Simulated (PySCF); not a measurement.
**SnOCl: structure of the doublet**

Aim: relax SnOCl as a doublet from a linear start, check by its vibrations whether the end is a minimum, and collect its spectrum and constants.

Computed with PySCF 2.14.0. Level: PBE0, basis Sn def2-TZVP with ECP28, O def2-TZVP, Cl def2-TZVP, scalar-relativistic core potentials, no spin–orbit coupling, density fitting.

**1. The starting structure**

3 atoms, charge 0, spin multiplicity 2.

Bond lengths: Sn1–O2 1.870 Å, Sn1–Cl3 2.390 Å. Angles: O2–Sn1–Cl3 180.0°.

Z-matrix (Å, degrees; charge 0 multiplicity 2):
```
Sn
O  1 1.8700
Cl 1 2.3900 2 180.00
```

**2. First SCF at the start**

The steps below are one call of a driver around PySCF. For each, scf.py gives the equivalent set-up of the SCF; relaxations use the driver's own optimiser. After this first run the driver tries any further starts and a stability analysis.

scf.py

```python
from pyscf import gto, scf, dft
mol = gto.M(atom='''
Sn     0.000000     0.000000     0.000000
O      0.000000     0.000000    -1.870000
Cl     0.000000     0.000000     2.390000''',
    basis={'Sn': 'def2-TZVP', 'O': 'def2-TZVP', 'Cl': 'def2-TZVP'},
    ecp={'Sn': 'def2-TZVP'},
    charge=0, spin=1)
mf = dft.UKS(mol, xc='PBE0')
mf.grids.atom_grid = (50, 194)
aux = {'Sn': 'def2-universal-JKFIT', 'O': 'def2-universal-JKFIT', 'Cl': 'def2-universal-JKFIT'}
mf = mf.density_fit(auxbasis=aux)
mf.conv_tol = 1e-08
mf.diis_space = 10
mf.max_cycle = 60
mf.init_guess = 'minao'
mf.verbose = 4
mf.kernel()
```

Started as:

```
OMP_NUM_THREADS=4 python axn.py task.json out
```

The log of the run:

```text
init E= -712.697697348612
[... the frontier-level lines of each cycle are left out ...]
cycle= 1 E= -747.82177258245  delta_E= -35.1  |g|= 2.03  |ddm|= 21.6
cycle= 2 E= -735.110730482636  delta_E= 12.7  |g|= 4.69  |ddm|= 16.6
cycle= 3 E= -748.460183557512  delta_E= -13.3  |g|= 1.61  |ddm|= 15.6
cycle= 4 E= -748.301492605329  delta_E= 0.159  |g|= 1.61  |ddm|= 2.11
cycle= 5 E= -749.475729336519  delta_E= -1.17  |g|= 0.278  |ddm|= 1.15
cycle= 6 E= -749.506319223991  delta_E= -0.0306  |g|= 0.172  |ddm|= 0.501
cycle= 7 E= -749.518735587461  delta_E= -0.0124  |g|= 0.0474  |ddm|= 0.122
cycle= 8 E= -749.519846279553  delta_E= -0.00111  |g|= 0.0139  |ddm|= 0.0358
cycle= 9 E= -749.519992518513  delta_E= -0.000146  |g|= 0.00441  |ddm|= 0.0221
cycle= 10 E= -749.520025014108  delta_E= -3.25e-05  |g|= 0.00157  |ddm|= 0.0131
cycle= 11 E= -749.520033997504  delta_E= -8.98e-06  |g|= 0.000794  |ddm|= 0.00722
cycle= 12 E= -749.520036235317  delta_E= -2.24e-06  |g|= 0.000377  |ddm|= 0.0035
cycle= 13 E= -749.520036779738  delta_E= -5.44e-07  |g|= 0.000183  |ddm|= 0.00164
cycle= 14 E= -749.520036864128  delta_E= -8.44e-08  |g|= 5.92e-05  |ddm|= 0.000708
cycle= 15 E= -749.520036869105  delta_E= -4.98e-09  |g|= 1.22e-05  |ddm|= 0.000204
Extra cycle  E= -749.52003686907  delta_E= 3.51e-11  |g|= 2.07e-05  |ddm|= 3.39e-05
converged SCF energy = -749.52003686907  <S^2> = 0.75956892  2S+1 = 2.0095461
```

This step, with its further starts and checks, took 8.3 s on 4 threads of Intel Xeon at 2.70GHz, shared host.

The test of internal stability found no lower solution of this spin.

**3. Relaxation: linear start, doublet**

The program finds C∞v symmetry in the start, which this walk keeps. Threshold on the gradient: 0.0003 Eh/bohr, with a further test on the energy change.

Edit scf.py of step 2 so:

```diff
@@ -3,3 +3,3 @@
-Sn     0.000000     0.000000     0.000000
-O      0.000000     0.000000    -1.870000
-Cl     0.000000     0.000000     2.390000''',
+Sn     0.000000     0.000000    -0.314077
+O      0.000000     0.000000    -2.184077
+Cl     0.000000     0.000000     2.075923''',
@@ -16 +15,0 @@
-mf.init_guess = 'minao'
```

The optimiser's trace:

| step | energy (Eh) | change (kJ/mol) | largest symmetric gradient (Eh/bohr) |
| --- | --- | --- | --- |
| 0 | -749.520037 | 0.00 | 0.01877 |
| 1 | -749.521014 | -2.57 | 0.00632 |
| 2 | -749.521166 | -2.97 | 0.00081 |
| 3 | -749.521170 | -2.98 | 0.00005 |

The walk took 12 s.

Positions (Å) and forces (eV/Å) along the way:

```
step 0
Sn   0.000   0.000  -0.314   0.000   0.000  -0.965
O    0.000   0.000  -2.184   0.000   0.000   0.205
Cl   0.000   0.000   2.076   0.000   0.000   0.760
step 1
Sn   0.000   0.000  -0.334   0.000   0.000  -0.325
O    0.000   0.000  -2.195   0.000   0.000   0.061
Cl   0.000   0.000   2.107   0.000   0.000   0.264
step 2
Sn   0.000   0.000  -0.344   0.000   0.000  -0.038
O    0.000   0.000  -2.201   0.000   0.000  -0.004
Cl   0.000   0.000   2.123   0.000   0.000   0.042
step 3
Sn   0.000   0.000  -0.346   0.000   0.000  -0.003
O    0.000   0.000  -2.203   0.000   0.000   0.000
Cl   0.000   0.000   2.126   0.000   0.000   0.002
```

After 3 steps and 3.0 kJ/mol it ends at C∞v: Sn–Cl 2.472 Å, Sn–O 1.857 Å; Cl–Sn–O 180.0°.

**4. Is it a minimum? Harmonic modes**

The point is checked on the finer grid, and tightened if its gradient asks for it. The Hessian and the dipole derivatives come from central differences of analytic gradients, with steps of 0.02 bohr.

Edit scf.py of step 3 so:

```diff
@@ -3,3 +3,3 @@
-Sn     0.000000     0.000000    -0.314077
-O      0.000000     0.000000    -2.184077
-Cl     0.000000     0.000000     2.075923''',
+Sn     0.000000    -0.000000    -0.332371
+O      0.000000    -0.000000    -2.189084
+Cl     0.000000     0.000000     2.140494''',
@@ -10 +10 @@
-mf.grids.atom_grid = (50, 194)
+mf.grids.atom_grid = (75, 302)
@@ -13 +13 @@
-mf.conv_tol = 1e-08
+mf.conv_tol = 1e-10
```

The driver hands on the density of the step before, so the log starts near convergence.

Log of the central SCF (cycles and frontier levels):

```text
init E= -749.521159811276
[... the frontier-level lines of each cycle are left out ...]
cycle= 1 E= -749.521159811242  delta_E= 3.44e-11  |g|= 9.18e-06  |ddm|= 9.84e-06
Extra cycle  E= -749.521159810825  delta_E= 4.17e-10  |g|= 3.2e-05  |ddm|= 2.95e-05
converged SCF energy = -749.521159810825  <S^2> = 0.76000991  2S+1 = 2.009985
```

The whole step took 60 s.

Geometry: C∞v; Sn–Cl 2.473 Å, Sn–O 1.857 Å; Cl–Sn–O 180.0°.

Harmonic modes (main isotopes):

| symmetry | ω (cm⁻¹) | IR (km/mol) | μ (u) | type |
| --- | --- | --- | --- | --- |
| π | 158i | 12.9 | 22.74 | bend |
| σ+ | 276 | 38.7 | 39.33 | stretch |
| σ+ | 706 | 17.4 | 17.71 | stretch |

With 2 modes imaginary (up to 158i cm⁻¹) this point is a saddle.

Constants and moments:

```yaml
Dipole_moment: 0.95 D
Highest_occupied_level: -7.12 eV
Lowest_empty_level: -4.09 eV
Rotational_constants: 0.0674 cm⁻¹
Zero-point_energy_real_modes: 5.9 kJ/mol
Principal_polarisabilities: 41.4, 41.4, 96.5 bohr³
Atomisation_energy_without_zero-point_energy: 647 kJ/mol
Principal_traceless_quadrupole_moments_about_the_centre_of_mass: -17.37, 8.69, 8.69 D Å
Spin_squared_⟨S²⟩: 0.760
```

Populations by atom (charges in e):

```tsv
atom	Mulliken	Löwdin	polar tensor	spin (Mulliken)	Mayer order to Sn1
Sn1	0.85	0.45	0.75	0.25	–
O2	-0.52	-0.38	-0.32	0.47	1.80
Cl3	-0.33	-0.07	-0.43	0.28	0.88
```

Outer orbital energies (eV). α occupied: -22.63, -13.70, -11.22, -9.55, -9.55, -8.89, -8.89, -7.12; empty: -2.95, -2.95, 1.13, 2.57. β occupied: -24.38, -22.16, -12.98, -9.56, -9.38, -9.38, -8.56, -8.56; empty: -4.09, -2.57, -2.57, 1.33.

Mulliken populations on Sn1 (outside its core potential): s 3.71, p 7.14, d 10.23, f 0.07.

**5. Following the imaginary mode**

The start is the last point, displaced along its most imaginary mode.

The program finds Cs symmetry in the start, which this walk keeps. Threshold on the gradient: 0.0003 Eh/bohr, with a further test on the energy change.

Edit scf.py of step 4 so:

```diff
@@ -3,3 +3,3 @@
-Sn     0.000000    -0.000000    -0.332371
-O      0.000000    -0.000000    -2.189084
-Cl     0.000000     0.000000     2.140494''',
+Sn     0.028025     0.000361    -0.332280
+O     -0.119990    -0.001546    -2.188993
+Cl    -0.041209    -0.000531     2.140585''',
@@ -10 +10 @@
-mf.grids.atom_grid = (75, 302)
+mf.grids.atom_grid = (50, 194)
@@ -13 +13 @@
-mf.conv_tol = 1e-10
+mf.conv_tol = 1e-08
```

Energy and gradient, step by step:

| step | energy (Eh) | change (kJ/mol) | largest symmetric gradient (Eh/bohr) |
| --- | --- | --- | --- |
| 0 | -749.521754 | 0.00 | 0.00525 |
| 1 | -749.522849 | -2.88 | 0.00865 |
| 2 | -749.525288 | -9.28 | 0.01080 |
| 3 | -749.529040 | -19.13 | 0.01255 |
| 4 | -749.532952 | -29.40 | 0.01587 |
| 5 | -749.542069 | -53.34 | 0.01700 |
| 6 | -749.546439 | -64.81 | 0.00994 |
| 7 | -749.547773 | -68.31 | 0.01503 |
| 8 | -749.548761 | -70.91 | 0.00604 |
| 9 | -749.549011 | -71.56 | 0.00240 |
| 10 | -749.549061 | -71.69 | 0.00079 |
| 11 | -749.549065 | -71.70 | 0.00006 |

The walk took 43 s.

Positions (Å) and forces (eV/Å) along the way:

```
step 0
Sn   0.028   0.000  -0.332   0.270   0.004  -0.110
O   -0.120  -0.002  -2.189  -0.148  -0.002   0.176
Cl  -0.041  -0.001   2.141  -0.122  -0.002  -0.067
step 1
Sn   0.079   0.001  -0.334   0.445   0.006   0.020
O   -0.149  -0.002  -2.178  -0.254  -0.003   0.085
Cl  -0.063  -0.001   2.131  -0.191  -0.003  -0.105
step 6
Sn   0.753   0.010  -0.325  -0.022  -0.002  -0.272
O   -0.527  -0.007  -1.827   0.104   0.004   0.515
Cl  -0.360  -0.005   1.771  -0.082  -0.002  -0.243
step 11
Sn   0.908   0.012  -0.344  -0.001  -0.001   0.008
O   -0.600  -0.008  -1.629   0.012   0.003  -0.002
Cl  -0.441  -0.006   1.592  -0.011  -0.002  -0.006
```

It settles in Cs symmetry, 71.7 kJ/mol below the start, after 11 steps: Sn–Cl 2.360 Å, Sn–O 1.982 Å; Cl–Sn–O 95.5°.

**6. Vibrations and properties at this point**

As before: finer grid, then central differences.

Edit scf.py of step 5 so:

```diff
@@ -3,3 +3,3 @@
-Sn     0.028025     0.000361    -0.332280
-O     -0.119990    -0.001546    -2.188993
-Cl    -0.041209    -0.000531     2.140585''',
+Sn     0.423471     0.005457    -0.277244
+O     -1.093981    -0.014097    -1.552558
+Cl    -0.935653    -0.012057     1.652846''',
@@ -10 +10 @@
-mf.grids.atom_grid = (50, 194)
+mf.grids.atom_grid = (75, 302)
@@ -13 +13 @@
-mf.conv_tol = 1e-08
+mf.conv_tol = 1e-10
```

Log of the central SCF (cycles and frontier levels):

```text
init E= -749.549110229076
[... the frontier-level lines of each cycle are left out ...]
cycle= 1 E= -749.549110229078  delta_E= -1.36e-12  |g|= 1.15e-06  |ddm|= 1.89e-06
Extra cycle  E= -749.549110229074  delta_E= 4.09e-12  |g|= 1.91e-06  |ddm|= 2.52e-06
converged SCF energy = -749.549110229074  <S^2> = 0.75761189  2S+1 = 2.0075975
```

The whole step took 75 s on 4 threads of Intel Xeon at 2.70GHz, shared host.

Geometry: Cs; Sn–Cl 2.361 Å, Sn–O 1.982 Å; Cl–Sn–O 94.9°.

Harmonic modes (main isotopes):

| symmetry | ω (cm⁻¹) | IR (km/mol) |
| --- | --- | --- |
| a' | 114 | 11.4 |
| a' | 351 | 64.2 |
| a' | 556 | 21.7 |

All wavenumbers are real: a minimum.

Properties at this point:

- Dipole moment: 3.21 D
- Highest occupied level: -8.00 eV
- Lowest empty level: -4.19 eV
- Rotational constants: 0.3198, 0.1042, 0.07856 cm⁻¹
- Zero-point energy: 6.1 kJ/mol
- Principal polarisabilities: 39.6, 52.6, 68.4 bohr³
- Atomisation energy without zero-point energy: 720 kJ/mol
- Principal traceless quadrupole moments about the centre of mass: -6.80, 0.38, 6.42 D Å
- Entropy at 298.15 K and 1 bar (electronic part: spin only): 307.7 J/(mol K)
- Heat capacity Cp at 298.15 K: 52.7 J/(mol K)
- Enthalpy at 298.15 K above 0 K: 13.21 kJ/mol
- Rotational symmetry number: 1
- Spin squared ⟨S²⟩: 0.758

Charges (e) and bond orders:

```csv
atom,Mulliken,Löwdin,polar tensor,spin (Mulliken),Mayer order to Sn1
Sn1,0.78,0.26,0.94,-0.03,–
O2,-0.40,-0.24,-0.39,0.98,1.05
Cl3,-0.38,-0.02,-0.55,0.05,0.98
```

Outer orbital energies (eV). α occupied: -22.38, -13.49, -11.63, -10.24, -9.81, -9.15, -9.14, -8.13; empty: -2.78, -0.80, -0.12, 2.67. β occupied: -24.41, -22.26, -13.26, -9.93, -9.45, -9.26, -8.74, -8.00; empty: -4.19, -2.72, -0.48, 0.03.

Mulliken populations on Sn1 (outside its core potential): s 3.85, p 7.15, d 10.16, f 0.06.

**7. All stationary points**

| spin | group | bonds | imaginary modes (cm⁻¹) | ΔE (kJ/mol) | with zero-point energy |
| --- | --- | --- | --- | --- | --- |
| doublet | Cs | Sn–Cl 2.361 Å, Sn–O 1.982 Å | none | 0.0 | 0.0 |
| doublet | C∞v | Sn–Cl 2.473 Å, Sn–O 1.857 Å | 158i, 158i | 73.4 | – |

**8. Results**

```
                                          quantity                                       value
                                           minimum                                 doublet, Cs
                                          geometry  Sn–Cl 2.361 Å, Sn–O 1.982 Å; Cl–Sn–O 94.9°
                                wavenumbers (cm⁻¹)                114 (a'), 351 (a'), 556 (a')
                                     dipole moment                                      3.21 D
highest occupied, lowest empty level (either spin)                             -8.00, -4.19 eV
                        polar-tensor charge of Sn1                                     +0.94 e
                                 zero-point energy                                  6.1 kJ/mol
                               entropy at 298.15 K                             307.7 J/(mol K)
         atomisation energy (no zero-point energy)                                  720 kJ/mol
                                              ⟨S²⟩                                       0.758
```

What this shows: The linear start (C∞v) ends in a minimum of Cs symmetry, after a stop at a second-order saddle point 73.4 kJ/mol higher, from which it was pushed off along an imaginary mode. In the infrared the band at 351 cm⁻¹ (a', stretch) leads. Most of the spin sits on O2 (Mulliken spin 0.98, against 1 for the whole molecule). Other starts or spin states, not run here, may lie lower. Spin–orbit coupling, left out here, can matter for elements this heavy.

The search up to here took 3.3 min.
